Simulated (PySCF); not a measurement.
# CH₇NO₃Si: geometry, spin-spin couplings

Aim: predict the spin-spin couplings of CH₇NO₃Si (`CO[Si](N)(O)O`).

The runs use PySCF 2.14.0, with density-fitted response routines of our own; the level of theory stands in each step. All values are computed, except where a source is named. Atoms are numbered from 0 throughout.

## 1. Starting geometry

13 atoms, charge 0, multiplicity 1; geometry from: GFN2-xTB. The atoms were then displaced at random by about 0.01 Å, so the start is not that level's minimum.

Bonds of the start (Å): C0–O1 1.38, O1–Si2 1.62, Si2–N3 1.78, Si2–O4 1.63, Si2–O5 1.62, C0–H6 1.11, C0–H7 1.09, C0–H8 1.06, N3–H9 1.02, N3–H10 0.97, O4–H11 0.94, O5–H12 0.95.

## 2. Geometry optimisation at PBE0-D3(BJ)/def2-SVP

The job: settings as JSON, then the geometry in Å.

```
{"job": {"xc": "PBE0", "basis": "def2-SVP", "d3": "d3bj", "grid": 1, "shake": 0.01, "kind": "geom"}, "charge": 0, "multiplicity": 1}
C     -1.520090    -1.270010    -0.588280
O     -0.217590    -0.961290    -0.248460
Si     0.354580     0.447890     0.316780
N      2.032340     0.191460     0.842860
O      0.343980     1.655980    -0.781200
O     -0.564110     0.942860     1.555540
H     -1.842390    -0.651970    -1.454500
H     -2.193650    -1.022200     0.236630
H     -1.596830    -2.299850    -0.820770
H      2.111330    -0.393400     1.671150
H      2.657640    -0.103610     0.159540
H      0.911740     1.611830    -1.532700
H     -0.471130     1.835430     1.875890
```

The run is started by

```bash
$ OMP_NUM_THREADS=1 python probes_run.py task.json out
```

This one command runs all jobs of the session in turn.

The log of the run:

```text
step   0  E = -611.58548723  max force = 0.054731
step   1  E = -611.59264088  max force = 0.012221
step   2  E = -611.59341201  max force = 0.004175
step   3  E = -611.59353155  max force = 0.001471
step   4  E = -611.59357311  max force = 0.000837
step   5  E = -611.59360555  max force = 0.000687
step   6  E = -611.59362220  max force = 0.000489
step   7  E = -611.59363156  max force = 0.000227
optimisation converged
```

It took 31 s on 1 thread of Intel Xeon 6975P-C, shared host; peak memory 0.52 GiB.

Step by step:

| step | energy from step 0 (eV) | largest force component (eV/Å) |
| --- | --- | --- |
| 0 | 0.0000 | 2.8144 |
| 1 | -0.1947 | 0.6284 |
| 2 | -0.2156 | 0.2147 |
| 3 | -0.2189 | 0.0756 |
| 4 | -0.2200 | 0.0430 |
| 5 | -0.2209 | 0.0353 |
| 6 | -0.2214 | 0.0251 |
| 7 | -0.2216 | 0.0117 |

Close pairs (by a distance rule), those that changed most:

| bond | before (Å) | after (Å) | change (Å) |
| --- | --- | --- | --- |
| Si2–N3 | 1.777 | 1.713 | -0.064 |
| C0–H8 | 1.059 | 1.101 | +0.043 |
| N3–H10 | 0.972 | 1.014 | +0.042 |
| Si2–O5 | 1.620 | 1.650 | +0.030 |
| O1–Si2 | 1.623 | 1.652 | +0.029 |
| Si2–O4 | 1.633 | 1.658 | +0.025 |
| C0–O1 | 1.381 | 1.402 | +0.021 |
| O4–H11 | 0.943 | 0.960 | +0.017 |

The final coordinates are the input of the step that follows.

| at the end point | value |
| --- | --- |
| point group (found at 0.08 Å tolerance) | C1 |
| rotational constants (GHz, main isotopes) | 3.749, 2.217, 2.190 |
| dipole moment (D) | 1.70 |

## 3. Spin-spin couplings: B3LYP/cc-pVTZ

The job: settings as JSON, then the geometry in Å.

```
{"job": {"kind": "j", "xc": "B3LYP", "basis": "cc-pVTZ"}, "charge": 0, "multiplicity": 1}
C     -1.468115    -1.312716    -0.553008
O     -0.147940    -1.054147    -0.158767
Si     0.378041     0.429652     0.340788
N      2.025592     0.356584     0.803952
O      0.145328     1.562959    -0.846865
O     -0.569507     0.864981     1.619070
H     -1.754994    -0.718145    -1.439213
H     -2.186224    -1.087050     0.254455
H     -1.561229    -2.379482    -0.810259
H      2.229686    -0.133320     1.669025
H      2.734922     0.139481     0.112443
H      0.720765     1.529960    -1.614727
H     -0.552635     1.799828     1.841595
```

Method: B3LYP/cc-pVTZ indirect spin-spin coupling, non-relativistic, gas phase.

The log of the run:

```text
coarse grid: 11376 points
cycle   1  E = -612.3003562550  dE =  7.996e-01  |g| = 1.307e+00  |ddm| = 7.110e+00
cycle   2  E = -611.8725425625  dE =  4.278e-01  |g| = 2.023e+00  |ddm| = 3.753e+00
cycle   3  E = -612.5897228904  dE = -7.172e-01  |g| = 1.250e-01  |ddm| = 2.373e+00
cycle   4  E = -612.5914069197  dE = -1.684e-03  |g| = 8.241e-02  |ddm| = 2.357e-01
cycle   5  E = -612.5926910915  dE = -1.284e-03  |g| = 9.198e-03  |ddm| = 1.079e-01
cycle   6  E = -612.5927037556  dE = -1.266e-05  |g| = 3.865e-03  |ddm| = 1.576e-02
cycle   7  E = -612.5927065207  dE = -2.765e-06  |g| = 1.037e-03  |ddm| = 5.960e-03
final grid: 105360 points
cycle   8  E = -612.5796336713  dE = -6.734e-05  |g| = 6.165e-03  |ddm| = 7.727e-02
cycle   9  E = -612.5796274024  dE =  6.269e-06  |g| = 8.306e-03  |ddm| = 2.090e-02
cycle  10  E = -612.5796414300  dE = -1.403e-05  |g| = 8.345e-04  |ddm| = 1.165e-02
cycle  11  E = -612.5796415447  dE = -1.148e-07  |g| = 3.441e-04  |ddm| = 1.571e-03
cycle  12  E = -612.5796415671  dE = -2.233e-08  |g| = 7.286e-05  |ddm| = 5.015e-04
cycle  13  E = -612.5796415679  dE = -8.517e-10  |g| = 2.241e-05  |ddm| = 1.042e-04
converged SCF energy = -612.5796415679

Indirect spin-spin couplings (Hz)
  i      j    bonds     total        FC       PSO       DSO        SD
  0 C    1 O    1     21.738    23.063    -1.193    -0.133         -
  0 C    2 Si   2      2.031     1.837     0.151     0.019     0.024
  0 C    3 N    3      0.069     0.086    -0.021     0.044    -0.039
  0 C    4 O    3     -0.235    -0.207    -0.035     0.007         -
  0 C    5 O    3     -0.413    -0.400    -0.012    -0.001         -
  0 C    6 H    1    128.051   126.726     0.527     0.798         -
  0 C    7 H    1    130.257   128.970     0.488     0.798         -
  0 C    8 H    1    134.518   133.254     0.527     0.737         -
  0 C    9 H    4     -0.347    -0.248     0.244    -0.342         -
  0 C   10 H    4     -0.322    -0.225     0.250    -0.346         -
  1 O    2 Si   1    -12.516    -6.195    -6.730     0.092     0.317
  1 O    3 N    2      0.095     0.338    -0.268    -0.005     0.030
  1 O    6 H    2     -1.998    -1.240    -0.835     0.077         -
  1 O    7 H    2     -1.853    -1.105    -0.823     0.075         -
  1 O    8 H    2     -9.640    -8.821    -0.873     0.055         -
  1 O    9 H    3      1.240     1.203    -0.018     0.056         -
  1 O   10 H    3      1.224     1.197    -0.018     0.044         -
  1 O   11 H    3      0.355     0.246    -0.005     0.114         -
  1 O   12 H    3     -0.973    -1.249    -0.131     0.408         -
  2 Si   3 N    1     26.604    29.095    -2.782     0.060     0.231
  2 Si   4 O    1    -11.395    -5.617    -6.261     0.077     0.406
  2 Si   5 O    1     -9.731    -3.611    -6.659     0.077     0.463
  2 Si   6 H    3     -0.721    -0.870     0.129    -0.003     0.022
  2 Si   7 H    3     -0.980    -1.132     0.140    -0.011     0.023
  2 Si   8 H    3    -11.926   -11.795    -0.390     0.327    -0.067
  2 Si   9 H    2      1.457     0.634     0.632     0.157     0.034
  2 Si  10 H    2     -2.207    -2.978     0.554     0.200     0.017
  2 Si  11 H    2      0.090    -0.827     0.619     0.340    -0.041
  2 Si  12 H    2      2.191     1.130     0.766     0.307    -0.012
  3 N    4 O    2      0.778     1.184    -0.435    -0.011     0.040
  3 N    5 O    2      0.852     1.134    -0.294    -0.010     0.022
  3 N    9 H    1    -63.509   -59.465    -3.362    -0.335    -0.347
  3 N   10 H    1    -63.881   -59.705    -3.469    -0.333    -0.374
  3 N   11 H    3      0.601     0.505     0.032     0.028     0.036
  3 N   12 H    3      0.513     0.473    -0.038     0.093    -0.015
  4 O    9 H    3     -0.453    -0.745    -0.057     0.350         -
  4 O   10 H    3      0.461     0.268     0.107     0.087         -
  4 O   11 H    1    -67.568   -53.128   -13.959    -0.481         -
  4 O   12 H    3      0.577     0.569     0.035    -0.027         -
  5 O    8 H    4      0.155     0.123    -0.124     0.157         -
  5 O    9 H    3      0.234     0.111     0.102     0.020         -
  5 O   10 H    3     -1.742    -1.985    -0.110     0.353         -
  5 O   11 H    3     -0.537    -0.810    -0.160     0.433         -
  5 O   12 H    1    -65.617   -51.639   -13.494    -0.484         -
  6 H    7 H    2     -8.624    -8.613     2.066    -2.078         -
  6 H    8 H    2     -9.887    -9.799     2.212    -2.300         -
  6 H    9 H    5     -0.321     0.101     1.086    -1.508         -
  6 H   10 H    5     -0.245     0.048     0.696    -0.989         -
  6 H   12 H    5     -0.239     0.043     1.027    -1.309         -
  7 H    8 H    2     -9.998    -9.908     2.214    -2.304         -
  7 H    9 H    5     -0.219     0.067     0.628    -0.914         -
  7 H   10 H    5     -0.327     0.086     1.080    -1.493         -
  7 H   11 H    5     -0.332    -0.015     1.257    -1.575         -
  8 H    9 H    5     -0.216    -0.009     0.731    -0.938         -
  8 H   10 H    5     -0.216    -0.015     0.725    -0.925         -
  8 H   11 H    5     -0.219    -0.015     0.944    -1.147         -
  8 H   12 H    5     -0.355     0.007     1.548    -1.909         -
  9 H   10 H    2     -8.247    -9.396     5.512    -4.364         -
  9 H   11 H    4     -0.743    -0.184     1.655    -2.214         -
  9 H   12 H    4     -0.185     0.010     0.846    -1.041         -
 10 H   11 H    4      0.261     0.128    -0.678     0.810         -
 10 H   12 H    4     -0.953    -0.380     1.625    -2.198         -
 11 H   12 H    4     -0.758    -0.236     1.905    -2.426         -
```

Run time: 34 s. Hardware: 1 thread of Intel Xeon 6975P-C, shared host; peak memory 1 GiB.

The basis is not made for couplings: without tight functions at the nuclei these values are rough.

Couplings of 1 Hz or more over one to four bonds, nine at most for each number, with means over like pairs (isotopes 13C, 1H, 15N, 17O, 29Si):

| pair | bonds | J (Hz) | Fermi contact (Hz) | dihedral (°) |
| --- | --- | --- | --- | --- |
| C0–H6 | 1 | 130.9 | 129.7 | – |
| O4–H11 | 1 | -66.6 | -52.4 | – |
| N3–H9 | 1 | -63.7 | -59.6 | – |
| Si2–N3 | 1 | 26.6 | 29.1 | – |
| C0–O1 | 1 | 21.7 | 23.1 | – |
| O1–Si2 | 1 | -12.5 | -6.2 | – |
| Si2–O4 | 1 | -10.6 | -4.6 | – |
| H6–H7 | 2 | -9.5 | -9.4 | – |
| H9–H10 | 2 | -8.2 | -9.4 | – |
| O1–H6 | 2 | -4.5 | -3.7 | – |
| C0–Si2 | 2 | 2.0 | 1.8 | – |
| Si2–H11 | 2 | 1.1 | 0.2 | – |
| Si2–H6 | 3 | -4.5 | -4.6 | – |
| O1–H9 | 3 | 1.2 | 1.2 | -71 |

Means hide unlike values in this fixed geometry: O1–H6 from -9.6 to -1.9 Hz; Si2–H6 from -11.9 to -0.7 Hz. They hold only if the pairs exchange fast.

The spin-dipole term was solved for some atoms only; pairs without it lack that part.

The response was solved for the nuclei of C, H, N, Si alone, so couplings that need other nuclei can be missing.

Quadrupole couplings from the field gradients of the same density:

| atom | isotope | eQq/h (MHz) | η |
| --- | --- | --- | --- |
| O1 | 17O | -9.842 | 0.37 |
| O4 | 17O | -8.709 | 0.57 |
| O5 | 17O | -8.454 | 0.55 |
| N3 | 14N | -4.367 | 0.36 |

## 4. Spin-spin couplings: B3LYP/6-31G*

Same as in step 3 but for these lines:

```diff
@@ -1,2 +1,2 @@
-{"job": {"kind": "j", "xc": "B3LYP", "basis": "cc-pVTZ"}, "charge": 0, "multiplicity": 1}
+{"job": {"kind": "j", "xc": "B3LYP", "basis": "6-31G*"}, "charge": 0, "multiplicity": 1}
 C     -1.468115    -1.312716    -0.553008
```

With the program's defaults for keys left out, this is: B3LYP/6-31G* indirect spin-spin coupling, non-relativistic, gas phase.

The log of the run:

```text
coarse grid: 11376 points
cycle   1  E = -612.1633487824  dE =  8.291e-01  |g| = 1.212e+00  |ddm| = 3.265e+00
cycle   2  E = -611.8394783727  dE =  3.239e-01  |g| = 1.779e+00  |ddm| = 2.212e+00
cycle   3  E = -612.4385746818  dE = -5.991e-01  |g| = 1.080e-01  |ddm| = 1.419e+00
cycle   4  E = -612.4401526688  dE = -1.578e-03  |g| = 6.281e-02  |ddm| = 1.161e-01
cycle   5  E = -612.4409673003  dE = -8.146e-04  |g| = 8.135e-03  |ddm| = 4.756e-02
cycle   6  E = -612.4409799298  dE = -1.263e-05  |g| = 3.291e-03  |ddm| = 9.433e-03
cycle   7  E = -612.4409821496  dE = -2.220e-06  |g| = 8.048e-04  |ddm| = 3.064e-03
final grid: 105360 points
cycle   8  E = -612.3744407405  dE = -1.669e-05  |g| = 5.473e-03  |ddm| = 1.290e-02
cycle   9  E = -612.3744362227  dE =  4.518e-06  |g| = 7.199e-03  |ddm| = 1.006e-02
cycle  10  E = -612.3744478286  dE = -1.161e-05  |g| = 6.474e-04  |ddm| = 5.384e-03
cycle  11  E = -612.3744479198  dE = -9.124e-08  |g| = 1.524e-04  |ddm| = 6.491e-04
cycle  12  E = -612.3744479242  dE = -4.403e-09  |g| = 5.011e-05  |ddm| = 1.503e-04
cycle  13  E = -612.3744479247  dE = -4.934e-10  |g| = 1.244e-05  |ddm| = 4.532e-05
converged SCF energy = -612.3744479247

Indirect spin-spin couplings (Hz)
  i      j    bonds     total        FC       PSO       DSO        SD
  0 C    1 O    1      8.442     9.713    -1.131    -0.141         -
  0 C    2 Si   2      2.176     1.972     0.174     0.018     0.011
  0 C    3 N    3     -0.125    -0.118    -0.016     0.043    -0.035
  0 C    4 O    3     -0.283    -0.267    -0.023     0.007         -
  0 C    5 O    3     -0.508    -0.505    -0.003    -0.000         -
  0 C    6 H    1    148.838   147.728     0.256     0.854         -
  0 C    7 H    1    151.384   150.311     0.220     0.853         -
  0 C    8 H    1    153.005   151.968     0.240     0.797         -
  0 C    9 H    4     -0.416    -0.247     0.170    -0.339         -
  0 C   10 H    4     -0.393    -0.223     0.174    -0.344         -
  0 C   12 H    4     -0.259    -0.076     0.250    -0.432         -
  1 O    2 Si   1     -5.868    -0.660    -5.534     0.094     0.232
  1 O    3 N    2      1.163     1.372    -0.231    -0.005     0.027
  1 O    6 H    2     -2.760    -2.152    -0.668     0.061         -
  1 O    7 H    2     -2.605    -2.011    -0.653     0.058         -
  1 O    8 H    2    -10.228    -9.556    -0.716     0.044         -
  1 O    9 H    3      1.225     1.170    -0.000     0.056         -
  1 O   10 H    3      1.215     1.171    -0.001     0.045         -
  1 O   11 H    3      0.398     0.269     0.019     0.110         -
  1 O   12 H    3     -0.994    -1.335    -0.061     0.401         -
  2 Si   3 N    1     32.057    33.991    -2.197     0.060     0.203
  2 Si   4 O    1     -3.581     1.086    -5.054     0.079     0.308
  2 Si   5 O    1     -0.627     4.377    -5.440     0.079     0.357
  2 Si   6 H    3     -0.416    -0.607     0.171    -0.005     0.024
  2 Si   7 H    3     -0.625    -0.821     0.185    -0.013     0.024
  2 Si   8 H    3     -9.915    -9.906    -0.260     0.323    -0.073
  2 Si   9 H    2      0.174    -0.614     0.631     0.148     0.010
  2 Si  10 H    2     -2.442    -3.176     0.561     0.190    -0.017
  2 Si  11 H    2     -0.718    -1.633     0.675     0.326    -0.086
  2 Si  12 H    2      0.884    -0.178     0.816     0.294    -0.048
  3 N    4 O    2      1.371     1.732    -0.385    -0.010     0.034
  3 N    5 O    2      1.302     1.547    -0.253    -0.010     0.017
  3 N    9 H    1    -72.460   -69.063    -2.742    -0.382    -0.273
  3 N   10 H    1    -72.082   -68.551    -2.853    -0.380    -0.297
  3 N   11 H    3      0.622     0.512     0.050     0.026     0.034
  3 N   12 H    3      0.518     0.446    -0.009     0.092    -0.011
  4 O    9 H    3     -0.553    -0.887    -0.010     0.345         -
  4 O   10 H    3      0.410     0.241     0.089     0.080         -
  4 O   11 H    1    -82.317   -69.538   -12.170    -0.609         -
  4 O   12 H    3      0.672     0.606     0.092    -0.026         -
  5 O    8 H    4      0.162     0.071    -0.065     0.157         -
  5 O    9 H    3      0.239     0.118     0.104     0.017         -
  5 O   10 H    3     -1.641    -1.925    -0.064     0.348         -
  5 O   11 H    3     -0.586    -0.927    -0.084     0.426         -
  5 O   12 H    1    -81.570   -69.207   -11.753    -0.610         -
  6 H    7 H    2    -12.358   -11.474     1.067    -1.951         -
  6 H    8 H    2    -12.780   -11.766     1.159    -2.174         -
  6 H    9 H    5     -0.640     0.117     0.738    -1.495         -
  6 H   10 H    5     -0.464     0.064     0.452    -0.980         -
  6 H   12 H    5     -0.562     0.045     0.682    -1.289         -
  7 H    8 H    2    -12.977   -11.960     1.162    -2.178         -
  7 H    9 H    5     -0.412     0.088     0.407    -0.907         -
  7 H   10 H    5     -0.650     0.097     0.733    -1.480         -
  7 H   11 H    5     -0.725    -0.012     0.839    -1.551         -
  7 H   12 H    5     -0.381     0.043     0.743    -1.166         -
  8 H    9 H    5     -0.449    -0.009     0.489    -0.929         -
  8 H   10 H    5     -0.445    -0.014     0.485    -0.916         -
  8 H   11 H    5     -0.521    -0.011     0.620    -1.130         -
  8 H   12 H    5     -0.799     0.009     1.078    -1.886         -
  9 H   10 H    2     -9.996    -9.452     3.631    -4.175         -
  9 H   11 H    4     -1.291    -0.215     1.107    -2.183         -
  9 H   12 H    4     -0.533     0.002     0.476    -1.011         -
 10 H   11 H    4      0.340     0.151    -0.636     0.825         -
 10 H   12 H    4     -1.495    -0.413     1.085    -2.168         -
 11 H   12 H    4     -1.368    -0.268     1.288    -2.388         -
```

It took 7.8 s on 1 thread of Intel Xeon 6975P-C, shared host; peak memory 0.59 GiB.

The basis is not made for couplings: without tight functions at the nuclei these values are rough.

Key values: J(C0,H6) 151.1 Hz, J(O4,H11) -81.9 Hz, J(N3,H9) -72.3 Hz (means over like pairs).

## 5. Run by run: spin-spin couplings

Couplings (Hz), each a mean over the pairs like the one named, with basis size and wall time:

| run | C0–H6 | O4–H11 | N3–H9 | Si2–N3 | C0–O1 | H6–H7 | O1–Si2 | functions | time |
| --- | --- | --- | --- | --- | --- | --- | --- | --- | --- |
| B3LYP/cc-pVTZ | 130.9 | -66.6 | -63.7 | 26.6 | 21.7 | -9.5 | -12.5 | 282 | 34 s |
| B3LYP/6-31G* | 151.1 | -81.9 | -72.3 | 32.1 | 8.4 | -12.7 | -5.9 | 102 | 7.8 s |

## 6. Outcome

| quantity | value |
| --- | --- |
| point group | C1 |
| rotational constants (main isotopes) | 3.75, 2.22, 2.19 GHz |
| largest coupling of the table (B3LYP/cc-pVTZ) | 1J(C,H) C0–H6, 130.9 Hz (mean over like pairs) |
| range of J(C0,H6), mean over like pairs | 130.9 to 151.1 Hz |

**Reading.** The start of the PBE0/def2-SVP relaxation was shaken at random by about 0.01 Å, so part of the energy gained, and of the first lengths quoted, undoes that. Over 7 steps the energy fell by 0.222 eV; of the close pairs, Si2–N3 changed most, 1.777 to 1.713 Å. No frequency check was run at this level, so the end point may be a saddle. In the run at B3LYP/cc-pVTZ, the largest coupling of the table is C0–H6 (mean over like pairs), 130.9 Hz, of which the Fermi-contact term gives 129.7 Hz. Couplings across rotatable bonds belong to this one conformer; where others are populated, the observed values are averages. The coupling C0–H6, as a mean over pairs of its kind, runs from 130.9 Hz (B3LYP/cc-pVTZ) to 151.1 Hz (B3LYP/6-31G*). Couplings from bases without tight functions are rough.
